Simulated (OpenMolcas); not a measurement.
# AsH3 (SMILES [H][As]([H])[H]): CCSD/aug-pcseg-1 (Cholesky decomposition)

Aim: the energy difference between two shapes of AsH3 at CCSD/aug-pcseg-1 (Cholesky decomposition), from 2 runs. 

Program for the calculation: OpenMolcas 26.06.

2 further runs of the same task are left out: 1 that didn't finish, 1 set aside as unsound or not needed.

## 1. The molecule

AsH3 has 4 atoms, charge 0, and is taken as a singlet. As SMILES, `[H][As]([H])[H]`. Geometry: a GFN2-xTB relaxation, a rough one for these elements and not checked as a minimum.

Bond lengths: As1–H2 1.496 Å, As1–H3 1.496 Å, As1–H4 1.496 Å. Angles: H2–As1–H3 89.4°, H2–As1–H4 89.3°, H3–As1–H4 89.1°.

## 2. The energy at CCSD/aug-pcseg-1 (Cholesky decomposition)

Input file run.inp:

```
&GATEWAY
 BASLIB=$CurrDir
 COORD
 4
 angstrom
 As      -0.004370       0.005540       0.655970
 H        1.216520      -0.029700      -0.207950
 H       -0.582780       1.061080      -0.232340
 H       -0.629370      -1.036930      -0.215680
 BASIS=aug-pcseg-1
 GROUP=NoSym

&SEWARD
 HIGH

&SCF
 PRORBITALS=1 2

&CHCC
 FROZEN=9
```

The basis set aug-pcseg-1 is read from a file made from the Basis Set Exchange's data (not shown).

The run is started by

```console
$ export MOLCAS_MEM=1860
$ pymolcas run.inp > run.log
```

The log of the run:

```text
--- Start Module: gateway ---
[...]
--- Stop Module: gateway /rc=_RC_ALL_IS_WELL_ ---
[...]
      Basis functions           63
[...]
--- Start Module: scf ---
[...]
       Convergence after   9 Iterations
[...]
::    Total SCF energy                              -2235.6377049457
[...]
      Total spin, S                                     0.0000000000
[...]
      Total electronic charge=   36.000000
      Total            charge=   -0.000000
[...]
      Dipole Moment (debye):
      Origin of the operator (angstrom)=   -0.0041    0.0053    0.6220
                   X=  5.3267E-03               Y= -3.2420E-03               Z= -4.1814E-01           Total=  4.1819E-01
      Quadrupole Moment (debye*angstrom):
[...]
--- Stop Module: scf /rc=_RC_ALL_IS_WELL_ ---
[...]
--- Start Module: chcc ---
[...]
--- Stop Module: chcc /rc=_RC_ALL_IS_WELL_ ---
[...]
```

It took 12 s on 1 thread of Arm Neoverse V1, shared host; peak memory 0.21 GiB.

## 3. The distorted shape

Input file run.inp:

```
* AsH3 CCSD
>>> EXPORT MOLCAS_PRINT=2

&GATEWAY
 BasLib
 $CurrDir
 Coord
 4
 angstrom
 As      -0.017161      -0.018975       0.656517
 H        1.222678      -0.009631      -0.208205
 H       -0.570180       1.056100      -0.240243
 H       -0.631672      -1.011527      -0.219706
 Basis
 aug-pcseg-1
 Group
 NoSym

&SEWARD
 High

&SCF
 PrOrbitals
 1 2

&CHCC
 Frozen
 9
```

The basis set aug-pcseg-1 is read from a file made from the Basis Set Exchange's data (not shown).

The run is started by

```console
$ export MOLCAS_MEM=1860
$ pymolcas run.inp > run.log
```

The log of the run:

```text
--- Start Module: gateway ---
[...]
--- Stop Module: gateway /rc=_RC_ALL_IS_WELL_ ---
[...]
      Basis functions           63
[...]
--- Start Module: scf ---
[...]
       Convergence after   9 Iterations
[...]
::    Total SCF energy                              -2235.6363341136
[...]
      Total spin, S                                     0.0000000000
[...]
      Total electronic charge=   36.000000
      Total            charge=   -0.000000
[...]
      Dipole Moment (debye):
      Origin of the operator (angstrom)=   -0.0162   -0.0178    0.6224
                   X= -3.3021E-02               Y= -7.6907E-02               Z= -4.1501E-01           Total=  4.2336E-01
      Quadrupole Moment (debye*angstrom):
[...]
--- Stop Module: scf /rc=_RC_ALL_IS_WELL_ ---
[...]
--- Start Module: chcc ---
[...]
--- Stop Module: chcc /rc=_RC_ALL_IS_WELL_ ---
[...]
```

Wall time 11 s (1 thread of Arm Neoverse V1, shared host); peak memory 0.21 GiB.

## 4. Summary of results

Level: CCSD/aug-pcseg-1 (Cholesky decomposition), 9 core orbitals frozen.

```
                                                    quantity           value
                                   first shape: total energy  -2235.80056 Eh
             first shape: dipole moment (mean-field density)          0.42 D
            first shape: HOMO energy (Hartree–Fock orbitals)       -10.56 eV
            first shape: LUMO energy (Hartree–Fock orbitals)         0.79 eV
          first shape: HOMO–LUMO gap (Hartree–Fock orbitals)        11.36 eV
    first shape: correlation energy (9 core orbitals frozen)      -162.9 mEh
                               distorted shape: total energy  -2235.79931 Eh
         distorted shape: dipole moment (mean-field density)          0.42 D
        distorted shape: HOMO energy (Hartree–Fock orbitals)       -10.59 eV
        distorted shape: LUMO energy (Hartree–Fock orbitals)         0.80 eV
      distorted shape: HOMO–LUMO gap (Hartree–Fock orbitals)        11.39 eV
distorted shape: correlation energy (9 core orbitals frozen)      -163.0 mEh
                      energy change with the atoms displaced        0.034 eV
```

In words: With the atoms displaced the energy rises by 0.03 eV (3.3 kJ/mol). The first shape isn't relaxed at this level, so the change isn't measured from a minimum.
